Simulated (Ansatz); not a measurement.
# CH5NZn: how energies converge with the basis set

The task here is to estimate one member of a computed series from the others.

The runs use Ansatz 0.2.0, Gaussian basis; one geometry, several basis sets.

Levels to be run: PBE0-D4/def2-SVP; ωB97M-V/def2-SVP; PBE0-D4/def2-QZVPP; ωB97M-V/def2-QZVPP; the functionals' def2-TZVPP values are taken from earlier runs.

## Structure used throughout

The geometry comes from an earlier relaxation with PBE0-D4 in a triple-zeta def2 set; it is a stationary point, not always the lowest conformer.

SMILES `N[CH2][ZnH]`, 8 atoms, charge 0, spin multiplicity 1.

Atoms are counted from 1 here; the program's logs count them from 0.

Bond lengths: N1–C2 1.466 Å, N1–H4 1.011 Å, N1–H5 1.014 Å, C2–Zn3 1.963 Å, C2–H6 1.101 Å, C2–H7 1.097 Å, Zn3–H8 1.546 Å. Angles: C2–N1–H4 111.1°, C2–N1–H5 111.1°, H4–N1–H5 106.3°, N1–C2–Zn3 110.4°, N1–C2–H6 114.5°, N1–C2–H7 108.0°, Zn3–C2–H6 112.2°, Zn3–C2–H7 105.3°, H6–C2–H7 105.8°, C2–Zn3–H8 178.9°.

Geometry (Å):

| atom | x (Å) | y (Å) | z (Å) |
| --- | --- | --- | --- |
| N1 | -0.27406 | 0.60104 | -1.05308 |
| C2 | 0.30840 | 0.35259 | 0.26965 |
| Zn3 | 0.13192 | -1.54266 | 0.74816 |
| H4 | -1.27521 | 0.45937 | -1.04304 |
| H5 | -0.12471 | 1.56091 | -1.34406 |
| H6 | -0.06133 | 1.01887 | 1.06382 |
| H7 | 1.38773 | 0.53551 | 0.20490 |
| H8 | -0.00053 | -3.04274 | 1.09776 |

Set-up of the first run:

in.yaml

```yaml
crystal:
  periodic: [false, false, false]
  atoms:
    - {symbol: N, position_ang: [-0.274059, 0.601040, -1.053083]}
    - {symbol: C, position_ang: [0.308396, 0.352589, 0.269648]}
    - {symbol: Zn, position_ang: [0.131922, -1.542658, 0.748155]}
    - {symbol: H, position_ang: [-1.275210, 0.459374, -1.043044]}
    - {symbol: H, position_ang: [-0.124713, 1.560912, -1.344058]}
    - {symbol: H, position_ang: [-0.061331, 1.018875, 1.063816]}
    - {symbol: H, position_ang: [1.387728, 0.535507, 0.204904]}
    - {symbol: H, position_ang: [-0.000533, -3.042739, 1.097763]}
basis:
  gaussian: {orbitals: def2-SVP}
hamiltonian: {xc: pbe0, dispersion: d4}
output: {orbitals: {seedname: orbitals}}
```

Command:

```
ansatz run in.yaml --threads 2 --pin off --events-out ev --progress --plain --max-ram 4352MiB
```

Among the steps run: PBE0-D4 in def2-SVP; ωB97M-V in def2-SVP; PBE0-D4 in def2-QZVPP; ωB97M-V in def2-QZVPP.

One of the session's tables, all rows but one given; the rest of the session is left out.

It belongs to the step «Density functionals: the series». 

| functional | basis | HOMO (eV) | LUMO (eV) |
| --- | --- | --- | --- |
| PBE0-D4 | def2-SVP | -6.03 | 0.79 |
| PBE0-D4 | def2-TZVPP | -6.37 | -0.44 |
| PBE0-D4 | def2-QZVPP | ? | ? |
| ωB97M-V | def2-SVP | -8.34 | 2.10 |
| ωB97M-V | def2-TZVPP | -8.68 | 0.89 |
| ωB97M-V | def2-QZVPP | -8.73 | 0.58 |

Estimate the missing values for PBE0-D4, def2-QZVPP.

As computed: HOMO (eV): -6.42; LUMO (eV): -0.53. In the column «HOMO (eV)» it lies between ωB97M-V, def2-SVP (-8.34) and PBE0-D4, def2-TZVPP (-6.37).
